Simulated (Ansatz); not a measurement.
# CH₆FGeN: up Jacob's ladder to CCSD(T)

Aim: compute CH₆FGeN with functionals from several rungs and with coupled cluster. The yardstick is the atomisation energy at the CCSD(T) limit.

Method: functionals in def2-TZVPP, the program's frozen cores in correlated methods; program: Ansatz 0.2.0, Gaussian basis.

Plan: LDA (SPW92), PBE-D4, revPBE-D4, BLYP-D4, r2SCAN-D4, B97M-V, PBE0-D4, B3LYP-D4, r2SCANh-D4, r2SCAN0-D4, HSE06-D4, BHLYP-D4, CAM-B3LYP-D4, LC-ωPBE, ωB97X-V, ωB97M-V, B2PLYP, PBE-QIDH; CCSD(T)/def2-SVP; CCSD(T)/def2-TZVPP; MP2/def2-QZVPP; extrapolation to the limit; RPA on PBE.

## 1. The geometry

The geometry comes from an earlier relaxation with PBE0-D4 in a triple-zeta def2 set; it is a stationary point, not always the lowest conformer.

SMILES `C[NH][GeH2][F]`, 10 atoms, charge 0, spin multiplicity 1.

Atoms are counted from 1 here; the program's logs count them from 0.

Bond lengths: C1–N2 1.450 Å, C1–H5 1.097 Å, C1–H6 1.094 Å, C1–H7 1.093 Å, N2–Ge3 1.806 Å, N2–H8 1.009 Å, Ge3–F4 1.754 Å, Ge3–H9 1.532 Å, Ge3–H10 1.531 Å. Angles: N2–C1–H5 113.8°, N2–C1–H6 110.4°, N2–C1–H7 109.6°, H5–C1–H6 108.3°, H5–C1–H7 107.5°, H6–C1–H7 107.0°, C1–N2–Ge3 121.9°, C1–N2–H8 113.1°, Ge3–N2–H8 115.4°, N2–Ge3–F4 111.6°, N2–Ge3–H9 109.0°, N2–Ge3–H10 109.3°, F4–Ge3–H9 104.5°, F4–Ge3–H10 105.3°, H9–Ge3–H10 116.9°.

As a file:

```
C     0.1169    1.0564   -0.9446
N    -0.6146    0.3483    0.0882
Ge    0.1246   -1.0087    1.0219
F     0.4239   -2.4046    0.0030
H     0.1288    0.5398   -1.9119
H    -0.3043    2.0546   -1.0944
H     1.1552    1.1907   -0.6309
H    -1.5958    0.2450   -0.1219
H     1.5134   -0.5828    1.5075
H    -0.8651   -1.4899    2.0862
```

## 2. LDA

This LDA is Slater exchange with PW92 correlation.

Input file in.yaml:

```yaml
crystal:
  periodic: [false, false, false]
  atoms:
    - {symbol: C, position_ang: [0.116930, 1.056352, -0.944636]}
    - {symbol: N, position_ang: [-0.614613, 0.348315, 0.088170]}
    - {symbol: Ge, position_ang: [0.124600, -1.008728, 1.021903]}
    - {symbol: F, position_ang: [0.423860, -2.404608, 0.002987]}
    - {symbol: H, position_ang: [0.128827, 0.539846, -1.911904]}
    - {symbol: H, position_ang: [-0.304275, 2.054616, -1.094440]}
    - {symbol: H, position_ang: [1.155227, 1.190670, -0.630877]}
    - {symbol: H, position_ang: [-1.595757, 0.244999, -0.121900]}
    - {symbol: H, position_ang: [1.513386, -0.582751, 1.507504]}
    - {symbol: H, position_ang: [-0.865086, -1.489910, 2.086193]}
basis:
  gaussian: {orbitals: def2-TZVPP}
hamiltonian: {xc: lda}
output: {orbitals: {seedname: orbitals}}
```

The runs that follow: PBE-D4 (GGA); revPBE-D4 (GGA); BLYP-D4 (GGA); r2SCAN-D4 (meta-GGA); B97M-V (meta-GGA); PBE0-D4 (hybrid); B3LYP-D4 (hybrid); r2SCANh-D4 (hybrid); r2SCAN0-D4 (hybrid); HSE06-D4 (hybrid); BHLYP-D4 (hybrid); CAM-B3LYP-D4 (range-separated); LC-ωPBE-D4 (range-separated); ωB97X-V (range-separated); ωB97M-V (range-separated); B2PLYP (double hybrid); PBE-QIDH (double hybrid); CCSD(T) in def2-SVP; CCSD(T) in def2-TZVPP; MP2 in def2-QZVPP; RPA on PBE orbitals.

Before running them: what should the planned runs give, taken together? Wanted: atomisation energy, CCSD(T)/CBS; farthest beyond LDA; mean size of error, GGA; mean size of error, meta-GGA; mean size of error, hybrid; mean size of error, range-separated; mean size of error, double hybrid; gap, smallest and largest; T1 diagnostic.

**Answer**, as computed:

| quantity | value |
| --- | --- |
| atomisation energy, CCSD(T)/CBS | 3400.9 kJ/mol |
| functionals within 34.0 kJ/mol (1.0 %) | PBE-D4, BLYP-D4, r2SCAN-D4, B97M-V, PBE0-D4, B3LYP-D4, HSE06-D4, CAM-B3LYP-D4, LC-ωPBE, ωB97X-V, ωB97M-V |
| farthest beyond LDA | BHLYP-D4 (-113.5 kJ/mol) |
| mean size of error, GGA | 34.6 kJ/mol |
| mean size of error, meta-GGA | 10.8 kJ/mol |
| mean size of error, hybrid | 51.7 kJ/mol |
| mean size of error, range-separated | 14.3 kJ/mol |
| mean size of error, double hybrid | 46.2 kJ/mol |
| gap, smallest and largest | 5.48 eV (LDA (SPW92)), 12.83 eV (LC-ωPBE) |
| T1 diagnostic | 0.0114 |
| triples share of the correlation energy | 3.3 % |

**Reading.** LDA overbinds by 479.4 kJ/mol (14 %). PBE-D4 is off by +31.3 kJ/mol. Double hybrids carry the basis error of their MP2 part in triple zeta, and no dispersion term here, so their miss is partly the set-up's. The rungs meta-GGA, range-separated miss on average by less than the doubt on the reference (34.0 kJ/mol), so they tie. Misses under about 34.0 kJ/mol are within the doubt on the reference itself, which lacks core-valence correlation, relativity and higher excitations, and its outer-core shells are covered unevenly. Hartree-Fock recovers 71 % of the binding; the rest is correlation. CCSD(T) in def2-SVP is off by -213.1 kJ/mol, worse than the median functional, from the basis alone. Orbital gaps span 5.5 to 12.8 eV; exact exchange widens them. Correlated methods include outer-core shells of Ge, which these sets cover unevenly.
